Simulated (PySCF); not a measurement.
# A diatomic session: GaCl−

The task here is to estimate one member of a computed series from the others.

Method: Ga def2-TZVPPD, Cl def2-TZVPPD, no relativity; program: PySCF 2.14.0.

2 further runs of the same task are left out: 2 set aside as unsound or not needed.

The first run:

The job is set up so:

| Item | Value |
| --- | --- |
| atoms | Ga, Cl |
| charge | -1 |
| basis | Ga def2-TZVPPD, Cl def2-TZVPPD |
| Hamiltonian | no relativity |
| basis functions | 105 |
| electrons treated | 49 |
| masses in u | 68.9256, 34.9689 |
| levels | PBE0, PBE, r²SCAN, BHandHLYP, B2PLYP, M06, LDA, revPBE, HSE06, HF, MP2, SCS-MP2, CCSD, CCSD(T) |
| grid | 80 radial by 434 angular points |
| occupations | held fixed by the projection of orbital angular momentum |
| dissociation limit | Ga + Cl−, each in its ground configuration |
| starting distance in angstrom | 2.275 |
| values of 2S to try | 1, 3 |

Run with:

```console
OMP_NUM_THREADS=2 python dia.py task.json out
```

Among the steps run: The job; PBE0 along the bond; PBE (GGA); r²SCAN; BHandHLYP; B2PLYP (double hybrid); M06 (hybrid meta-GGA); LDA (local density); revPBE; HSE06; UHF (mean field); MP2 and coupled cluster.

One of the session's tables, all rows but one given; the rest of the session is left out.

Energy (eV) from each level's lowest point:

| R (Å) | UHF | UHF-MP2 | UHF-SCS-MP2 | UHF-CCSD | UHF-CCSD(T) |
| --- | --- | --- | --- | --- | --- |
| 2.075 | 0.562 | 0.446 | 0.486 | n/a | n/a |
| 2.172 | 0.263 | 0.183 | 0.211 | 0.203 | 0.198 |
| 2.268 | ? | ? | ? | ? | ? |
| 2.341 | 0.033 | 0.007 | 0.015 | 0.012 | 0.011 |
| 2.413 | 0.004 | 0.000 | 0.000 | 0.000 | 0.000 |
| 2.485 | 0.000 | 0.018 | 0.011 | 0.013 | 0.015 |
| 2.582 | 0.022 | 0.069 | 0.053 | 0.058 | 0.063 |
| 2.703 | 0.075 | 0.158 | 0.132 | 0.141 | 0.150 |
| 2.847 | 0.158 | 0.281 | 0.244 | 0.256 | 0.271 |
| 3.040 | 0.276 | 0.446 | 0.397 | n/a | n/a |

Estimate the missing values for R (Å) = 2.268.

Worked estimate for «UHF». A straight line through the neighbours (2.172, 0.263) and (2.341, 0.033) gives 0.263 + (0.033 − 0.263) × (2.268 − 2.172) / (2.341 − 2.172) = 0.132; a parabola fitted to 4 rows on both sides gives 0.091.

As computed: UHF: 0.098; UHF-MP2: 0.050; UHF-SCS-MP2: 0.065; UHF-CCSD: 0.060; UHF-CCSD(T): 0.057. In «UHF» the line misses by +0.034 and the parabola by -0.007.

Caveats from the session: Lowest PBE0 solution found, without spin–orbit coupling: ²Π (doublet), unpaired electrons π ↑. Warnings in the runs' records: inverted.
